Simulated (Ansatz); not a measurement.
**Ge2Sb2Te5: band structure with LDA**

Crystal: Ge2Sb2Te5.

```xyz
9
Lattice="4.2941 0.0000 0.0000 -2.1470 3.7188 0.0000 0.0000 0.0000 17.1013" Properties=species:S:1:pos:R:3 pbc="T T T"
Te    2.1470    1.2396    7.1807
Te    0.0000    2.4792    9.9206
Te    0.0000    2.4792    3.4466
Te    2.1470    1.2396   13.6547
Te    0.0000    0.0000    0.0000
Sb    0.0000    0.0000    5.4736
Sb    0.0000    0.0000   11.6278
Ge    2.1470    1.2396    1.7596
Ge    0.0000    2.4792   15.3417
```

The cell comes from a database or a generator and needn't be the stable form of this composition.

```
Program                             : Ansatz 0.2.0
Task                                : band structure
Functional                          : LDA
Potentials or basis                 : Ansatz PAW
Cutoff                              : 420 eV (not typed: the program's choice for these potentials)
k mesh                              : 7 × 7 × 2
Occupations                         : fermi-dirac, width 0.05 eV
Spin                                : no spin polarisation
Path                                : [["G", "M", "K", "G", "A", "L", "H", "A"], ["L", "M"], ["K", "H"]]
Points for each segment of the path : 10
```

| Item | Value |
| --- | --- |
| Pressure | -3.3 GPa |
| Largest force | 0.201 eV/Å |
| Band gap on the k mesh | 0.29 eV, direct |
| Band gap along the path | 0.25 eV, indirect (least direct gap 0.29 eV) |

Forces in eV/Å, atoms in the order of the input:
```
Te   0.000  0.000 -0.201
Te   0.000  0.000  0.201
Te   0.000  0.000 -0.049
Te   0.000  0.000  0.049
Te   0.000  0.000  0.000
Sb   0.000  0.000 -0.010
Sb   0.000  0.000  0.010
Ge   0.000  0.000 -0.081
Ge   0.000  0.000  0.081
```

Stress tensor (GPa, compression positive):
```
-3.29  0.00  0.00
 0.00 -3.29  0.00
 0.00  0.00 -3.40
```

Levels at the corners of the path, in eV from the valence-band top:
```
point  band 65  band 66  band 67  band 68  band 69  band 70  band 71  band 72  band 73  band 74
    Γ    -1.20    -1.20    -1.17    -0.84     0.00     0.29     0.30     0.30     0.94     0.94
    M    -1.98    -1.58    -1.47    -1.29    -0.83     0.46     0.95     1.06     1.25     1.29
    K    -2.81    -2.31    -0.73    -0.73    -0.64     0.70     0.70     0.94     2.67     2.67
    Γ    -1.20    -1.20    -1.17    -0.84     0.00     0.29     0.30     0.30     0.94     0.94
    A    -1.38    -1.29    -1.29    -0.72    -0.14     0.53     0.53     0.56     0.59     0.59
    L    -2.28    -2.08    -1.77    -1.23    -0.55     0.33     0.59     1.56     1.59     1.77
    H    -2.06    -1.70    -1.33    -1.33    -1.25     1.56     1.56     1.70     1.70     1.77
    A    -1.38    -1.29    -1.29    -0.72    -0.14     0.53     0.53     0.56     0.59     0.59
    L    -2.28    -2.08    -1.77    -1.23    -0.55     0.33     0.59     1.56     1.59     1.77
    M    -1.98    -1.58    -1.47    -1.29    -0.83     0.46     0.95     1.06     1.25     1.29
    K    -2.81    -2.31    -0.73    -0.73    -0.64     0.70     0.70     0.94     2.67     2.67
    H    -2.06    -1.70    -1.33    -1.33    -1.25     1.56     1.56     1.70     1.70     1.77
```

Wall time 44 s on 4 threads of Arm Neoverse N1, on a shared host, peak memory 1.6 GiB.

Caveat: spin-orbit coupling is left out, which moves the levels of the heavy elements; the PAW data sets come from PBE, with cores solved anew for the run's functional, which leaves a small shift of forces and pressure.
